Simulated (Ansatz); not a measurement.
# Nb: the cost of one run

Computed with Ansatz 0.2.0 (DFT PBE, scalar-relativistic, plane waves, PAW, unless a step's input says otherwise).

## 1. Starting point

Symmetry: Im-3m, No. 229, cubic system. Conventional cell: a = 3.318 Å, b = 3.318 Å, c = 3.318 Å, α = 90.00°, β = 90.00°, γ = 90.00°. Nb (site symmetry m-3m) is surrounded by 8 Nb at 2.87 Å.

Coordinates:

```xyz
1
Lattice="-1.6588 1.6588 1.6588 1.6588 -1.6588 1.6588 1.6588 1.6588 -1.6588" Properties=species:S:1:pos:R:3 pbc="T T T"
Nb    0.0000    0.0000    0.0000
```

Source of the structure: the Materials Project (structure only).

(A quick probe on a coarse mesh, which set the mesh and smearing, is not shown.)

## 3. Relaxing cell and atoms

input.yaml

```yaml
crystal:
  lattice:
    - [-1.65881619, 1.65881619, 1.65881619]
    - [1.65881619, -1.65881619, 1.65881619]
    - [1.65881619, 1.65881619, -1.65881619]
  atoms:
    - { symbol: Nb, position: [0.0, 0.0, 0.0] }
basis:
  ecutwfc: 420
kpoints:
  mp_grid: { grid: [18, 18, 18] }
hamiltonian:
  xc: pbe
scf:
  occupations: { method: gaussian, width: 0.1 }
output:
  forces: true
  stress: true
  eigenvalues: true
relax:
  adjacent_minimum: "off"
  f_tol: 0.005
  max_steps: 80
  cell: { stress_tol: 0.05 }
```

Command:

```sh
$ ansatz run input.yaml --threads 4 --pin off --max-ram 10240MiB --backend cpu --events-out ev --progress --plain --runs-dir out
```

**Question.** How long does this run take on 4 threads of Arm Neoverse V2, shared host, and how much memory does it need?

About 2.4 s, with a peak of 0.32 GiB.
